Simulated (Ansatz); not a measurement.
**SiAs+ (triplet): from Hartree-Fock to the top rungs, cc-pVTZ**

Aim: climb from Hartree-Fock through coupled cluster and multireference methods for SiAs+ (triplet) at one geometry and basis, and see what each rung misses.

Program: Ansatz 0.2.0, Gaussian basis. Level of theory: cc-pVTZ, core rule «outside noble gas», up to 19 orbitals frozen. These are calculated values, not measurements.

To be run: UHF; CCSD(T) on ROHF; CCSD(T) on UHF; BCCD(T) on ROHF; CISD as a restricted active space (open shells left free, so some higher excitations enter); CCSDT(Q) on ROHF; CCSDT(Q) on UHF; CASSCF and MRCISD+Q, 8 electrons in 8 orbitals; CASSCF and NEVPT2, 8 electrons in 8 orbitals.

12 further runs of the same task are left out: 4 that didn't finish, 8 set aside as unsound or not needed. Runs told in other sessions of the task aren't counted.

## 1. The system

The geometry is a PBE0/def2-TZVP stationary point (not a proven minimum). No spin-orbit coupling is included. The filled d shell of As may be among the frozen orbitals whatever the setting's name suggests.

2 atoms, charge 1, spin multiplicity 3.

Atoms are counted from 1 here; the program's logs count them from 0.

Bond lengths: Si1–As2 2.324 Å.

Coordinates:

| atom | x (Å) | y (Å) | z (Å) |
| --- | --- | --- | --- |
| Si1 | 0.00000 | 0.00000 | 0.00000 |
| As2 | 0.00000 | 0.00000 | 2.32420 |

## 2. UHF

File in.yaml:

```yaml
crystal:
  periodic: [false, false, false]
  atoms:
    - {symbol: Si, position_ang: [0.000000, 0.000000, 0.000000]}
    - {symbol: As, position_ang: [0.000000, 0.000000, 2.324200]}
basis:
  gaussian: {orbitals: cc-pVTZ}
total_charge: 1
magnetization: {spin_polarized: true, initial_magnetization: 2}
hamiltonian: {xc: hf}
output: {orbitals: {seedname: orbitals}}
```

The run is started by

```bash
ansatz run in.yaml --threads 1 --pin off --events-out ev --progress --plain --max-ram 2393MiB
```

Further steps of the session: CCSD(T) on ROHF; CCSD(T) on UHF; BCCD(T) on ROHF; CISD as a restricted active space (open shells left free, so some higher excitations enter); CCSDT(Q) on ROHF; CCSDT(Q) on UHF; CASSCF and MRCISD+Q, 8 electrons in 8 orbitals; CASSCF and NEVPT2, 8 electrons in 8 orbitals.

**Question.** What will the summary of the whole plan be? Wanted: UCCSDT(Q) from the RHF energy; RMP2 from UCCSDT(Q); UMP2 from UCCSDT(Q); RCCSD from UCCSDT(Q); RCCSD(T) from UCCSDT(Q); UCCSD(T) from UCCSDT(Q); RCCSDT(Q) from UCCSDT(Q); NEVPT2 valence from UCCSDT(Q); MRCISD+Q valence from UCCSDT(Q).

As calculated:

| quantity | value |
| --- | --- |
| UCCSDT(Q) from the ROHF energy | -5.3988 eV |
| RMP2 from UCCSDT(Q) | +111.2 kJ/mol |
| UMP2 from UCCSDT(Q) | +114.1 kJ/mol |
| RCCSD from UCCSDT(Q) | +31.3 kJ/mol |
| RCCSD(T) from UCCSDT(Q) | +6.6 kJ/mol |
| UCCSD(T) from UCCSDT(Q) | +6.1 kJ/mol |
| RCCSDT(Q) from UCCSDT(Q) | +0.7 kJ/mol |
| NEVPT2 valence from UCCSDT(Q) | +88.8 kJ/mol |
| MRCISD+Q valence from UCCSDT(Q) | +6.4 kJ/mol |
| levels within 1 kcal/mol (43 meV) | RCCSDT, UCCSDT, RCCSDT(Q) |
| T1 diagnostic | 0.028 |
| effectively unpaired electrons | 2.07 |

**Reading.** RCCSD(T) misses by +6.6 kJ/mol, 1.3 % of the correlation energy. One determinant dominates. Of the multireference levels listed MRCISD+Q valence comes nearest in total energy (+6.4 kJ/mol), which doesn't show that its space is the better one. These misses are within one basis, not against nature; the frozen cores of restricted and unrestricted runs differ, which can shift their rows.

With open shells the CI space here admits some higher excitations, so it is larger than plain CISD.
